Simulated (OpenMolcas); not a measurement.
# C2H4GaN (SMILES N=C=[CH][GaH2]) at 6 levels

Aim: a comparison of 6 runs (HF/def2-SVP, B3LYP/6-31G*, BLYP/def2-SVP, M06-L/def2-SVP, PBE0/def2-SVP, TPSS/def2-SVP) of C2H4GaN. 

The calculation is run with OpenMolcas 26.06.

1 further run of the same task is left out (set aside as unsound or not needed).

### 1 The structure to begin with

C2H4GaN: 8 atoms, total charge 0, spin state singlet. SMILES: `N=C=[CH][GaH2]`. The shape is that of a PBE0-D4/def2-TZVP optimisation.

Bond lengths: N1–C2 1.214 Å, C2–C3 1.309 Å, C3–Ga4 1.931 Å, N1–H5 1.014 Å, C3–H6 1.084 Å, Ga4–H7 1.565 Å, Ga4–H8 1.565 Å. Angles: N1–C2–C3 173.8°, C2–C3–Ga4 119.1°, C2–N1–H5 119.2°, C2–C3–H6 118.2°, Ga4–C3–H6 122.7°, C3–Ga4–H7 118.3°, C3–Ga4–H8 118.1°, H7–Ga4–H8 123.7°.

### 2 Energy and forces at HF/def2-SVP (run 1)

Contents of calc.input:

```
&GATEWAY
  BasLib=$CurrDir
  Coord
  8
  angstrom
  N        0.336900       2.061700      -0.854600
  C        0.365600       1.114900      -0.096000
  C        0.472300       0.025700       0.622800
  Ga      -0.381300      -1.593600       0.007200
  H       -0.411400       2.740600      -0.770200
  H        1.040500       0.073900       1.545200
  H       -0.231900      -2.886400       0.876300
  H       -1.190600      -1.536800      -1.330700
  Basis=def2-SVP
  Group=NoSym

&SEWARD

&SCF
  Thresholds=1e-10 1e-07 1e-07 1e-05
  PrOrbitals=1 2

&ALASKA
```

The basis set def2-SVP is read from a file made from the Basis Set Exchange's data (not shown).

The run is started by

```
$ export MOLCAS_MEM=1860
$ pymolcas calc.input > calc.log
```

The log of the run:

```text
--- Start Module: gateway ---
[...]
--- Stop Module: gateway /rc=_RC_ALL_IS_WELL_ ---
[...]
      Basis functions           94
[...]
--- Start Module: scf ---
[...]
       Convergence after  16 Iterations
[...]
::    Total SCF energy                              -2055.3565281134
[...]
      Total spin, S                                     0.0000000000
[...]
      Total electronic charge=   54.000000
      Total            charge=   -0.000000
[...]
      Dipole Moment (debye):
      Origin of the operator (angstrom)=   -0.1109   -0.6210   -0.0435
                   X= -1.0453E+00               Y=  6.6786E-01               Z=  1.0733E+00           Total=  1.6403E+00
      Quadrupole Moment (debye*angstrom):
[...]
 *              Molecular gradients               *
 **************************************************
  Irreducible representation: a
 ------------------------------------------------------------------------------------------
                              X                       Y                       Z
 ------------------------------------------------------------------------------------------
  N1                3.93112809226670E-03    6.98359374293034E-03   -9.57134113967939E-03
  C2               -2.20148670379361E-03   -1.57899025294252E-02    1.09333276504007E-02
  C3               -3.21658711097683E-04   -3.13943382394344E-03   -2.86575104122022E-03
  GA4               1.67256224337642E-03    4.71196920160466E-03    8.32408824820607E-04
  H5               -4.60479812214754E-03    6.12549693751951E-03   -1.14563478202575E-03
  H6               -3.49265891560258E-04   -2.16831341181600E-03    4.75256938539559E-04
  H7                4.12381784777427E-04    2.36984817847397E-03   -3.99077431344708E-04
  H8                1.46113730816166E-03    9.06741704654990E-04    1.74081098046130E-03
[...]
```

Wall time 16 s (1 thread of Intel Xeon Platinum 8259CL at 2.50GHz (Skylake/Cascade Lake), shared host); peak memory 0.52 GiB.

### 3 Energy and forces at B3LYP/6-31G(d) (spherical functions) (run 2)

Contents of job.inp:

```
&GATEWAY
  BasLib = $CurrDir
  Coord
  8
  angstrom
  N        0.336900       2.061700      -0.854600
  C        0.365600       1.114900      -0.096000
  C        0.472300       0.025700       0.622800
  Ga      -0.381300      -1.593600       0.007200
  H       -0.411400       2.740600      -0.770200
  H        1.040500       0.073900       1.545200
  H       -0.231900      -2.886400       0.876300
  H       -1.190600      -1.536800      -1.330700
  Basis = 6-31Gs
  Group = NoSym

&SEWARD
  GridInput
  Grid=UltraFine
  End of Grid

&SCF
  KSDFT = B3LYP
  Thresholds = 1e-10 1e-07 1e-07 1e-05
  PrOrbitals = 1 1

&ALASKA
```

The basis set 6-31G* is read from a file made from the Basis Set Exchange's data (not shown).

The run is started by

```
$ export MOLCAS_MEM=1860
$ pymolcas job.inp > job.log
```

The log of the run:

```text
--- Start Module: gateway ---
[...]
--- Stop Module: gateway /rc=_RC_ALL_IS_WELL_ ---
[...]
      Basis functions           82
[...]
--- Start Module: scf ---
[...]
       Convergence after  17 Iterations
[...]
::    Total KS-DFT energy                           -2057.9310560239
[...]
      Total spin, S                                     0.0000000000
[...]
      Total electronic charge=   54.000000
      Total            charge=   -0.000000
[...]
      Dipole Moment (debye):
      Origin of the operator (angstrom)=   -0.1109   -0.6210   -0.0435
                   X= -8.2077E-01               Y=  1.0406E+00               Z=  9.9514E-01           Total=  1.6574E+00
      Quadrupole Moment (debye*angstrom):
[...]
 *              Molecular gradients               *
 **************************************************
  Irreducible representation: a
 ------------------------------------------------------------------------------------------
                              X                       Y                       Z
 ------------------------------------------------------------------------------------------
  N1               -2.14513375555025E-03   -1.26151099940550E-02    1.16358712535387E-02
  C2                1.81085753042209E-04    3.92153884362401E-03   -3.81472921818826E-03
  C3               -1.50122680246856E-03    8.11129052718895E-03   -6.72255435505775E-03
  GA4               1.01555996836922E-04    5.49333447263933E-04   -2.07926415586090E-04
  H5                3.04010674889765E-03   -3.28002780620640E-03    1.92774795056430E-04
  H6               -8.38024195665366E-04    8.66108919006181E-04   -1.80011455915619E-03
  H7               -3.09855893783628E-04    2.43992317530406E-03   -1.67782250641402E-03
  H8                1.47149214867204E-03    6.94288797034592E-06    2.39450100588456E-03
[...]
```

It took 46 s on 1 thread of Intel Xeon Platinum 8259CL at 2.50GHz (Skylake/Cascade Lake), shared host; peak memory 0.46 GiB.

Runs 3 to 5 aren't shown in full; the table further down has their settings and results.

### 4 Energy and gradient at TPSS/def2-SVP (run 6)

Contents of calc.inp:

```
&GATEWAY
  BASLIB = $CurrDir
  COORD
  8
  bohr
  N      0.63664873     3.89604835    -1.61495995
  C      0.69088387     2.10685566    -0.18141371
  C      0.89251765     0.04856596     1.17692143
  Ga    -0.72055257    -3.01146755     0.01360603
  H     -0.77743333     5.17898342    -1.45546706
  H      1.96626003     0.13965076     2.92000481
  H     -0.43822749    -5.45450549     1.65596700
  H     -2.24990792    -2.90413111    -2.51465855
  BASIS = def2-SVP
  GROUP = NoSym

&SEWARD
  GRIDINPUT
  Grid=UltraFine
  End of Grid

&SCF
  KSDFT = 2
  1.0 MGGA_X_TPSS
  1.0 MGGA_C_TPSS
  THRESHOLDS = 1e-10 1e-07 1e-07 1e-05
  PRORBITALS = 1 2

&ALASKA
```

The basis set def2-SVP is read from a file made from the Basis Set Exchange's data (not shown).

The run is started by

```
$ export MOLCAS_MEM=1860
$ pymolcas calc.inp > calc.log
```

The log of the run:

```text
--- Start Module: gateway ---
[...]
--- Stop Module: gateway /rc=_RC_ALL_IS_WELL_ ---
[...]
      Basis functions           94
[...]
--- Start Module: scf ---
[...]
       Convergence after  18 Iterations
[...]
::    Total KS-DFT energy                           -2057.8449992632
[...]
      Total spin, S                                     0.0000000000
[...]
      Total electronic charge=   54.000000
      Total            charge=   -0.000000
[...]
      Dipole Moment (debye):
      Origin of the operator (angstrom)=   -0.1109   -0.6210   -0.0435
                   X= -7.7819E-01               Y=  1.1472E+00               Z=  8.1322E-01           Total=  1.6072E+00
      Quadrupole Moment (debye*angstrom):
[...]
 *              Molecular gradients               *
 **************************************************
  Irreducible representation: a
 ------------------------------------------------------------------------------------------
                              X                       Y                       Z
 ------------------------------------------------------------------------------------------
  N1               -5.80859768351782E-03   -1.34658022247205E-02    1.63598478601230E-02
  C2                9.13051073084037E-04    6.90184290141893E-04   -3.78244481369283E-03
  C3                1.03190330134417E-03    1.63603030816446E-02   -5.38017391146006E-03
  GA4               7.08240622291356E-04    2.43889907775241E-03    2.96142127744758E-05
  H5                7.14759366347639E-03   -7.86025289710945E-03    3.45288987476447E-04
  H6               -4.66118584365161E-03    6.66629204344682E-04   -8.05146470156792E-03
  H7                2.81826390302609E-06    1.15313101690351E-03   -5.77343530429708E-04
  H8                6.66176602947655E-04    1.69084512715301E-05    1.05667589683645E-03
[...]
```

It took 68 s on 1 thread of Intel Xeon Platinum 8259CL at 2.50GHz (Skylake/Cascade Lake), shared host; peak memory 0.52 GiB.

### 5 All runs side by side

| run | level | integration grid | energy (Eh) | dipole moment (D) | HOMO energy (eV) | LUMO energy (eV) | wall time |
| --- | --- | --- | --- | --- | --- | --- | --- |
| 1 | HF/def2-SVP | – | -2055.356528 | 1.64 | -9.61 | 1.38 | 16 s |
| 2 | B3LYP/6-31G* (spherical functions) | UltraFine | -2057.931056 | 1.66 | -6.67 | -1.65 | 46 s |
| 3 | BLYP/def2-SVP | UltraFine | -2057.838430 | 1.63 | -5.69 | -2.08 | 52 s |
| 4 | M06-L/def2-SVP | UltraFine | -2057.754253 | 1.52 | -6.09 | -1.83 | 68 s |
| 5 | PBE0/def2-SVP | UltraFine | -2057.407801 | 1.57 | -7.01 | -1.43 | 45 s |
| 6 | TPSS/def2-SVP | UltraFine | -2057.844999 | 1.61 | -5.93 | -2.04 | 68 s |

### 6 What came out

```
                       quantity           value
            run 6: total energy  -2057.84500 Eh
           run 6: dipole moment          1.61 D
             run 6: HOMO energy        -5.93 eV
             run 6: LUMO energy        -2.04 eV
           run 6: HOMO–LUMO gap         3.89 eV
run 6: largest force on an atom      1.130 eV/Å
```

What this shows: The dipole moment (its size) runs from 1.52 D (M06-L/def2-SVP) to 1.66 D (B3LYP/6-31G*). The two ends differ in method and basis. The HOMO–LUMO gap runs from 3.61 eV (BLYP/def2-SVP) to 10.99 eV (HF/def2-SVP). Exact exchange widens orbital gaps. Totals of different functionals can't be ranked against each other. All runs together took 4.9 min, the longest 68 s.
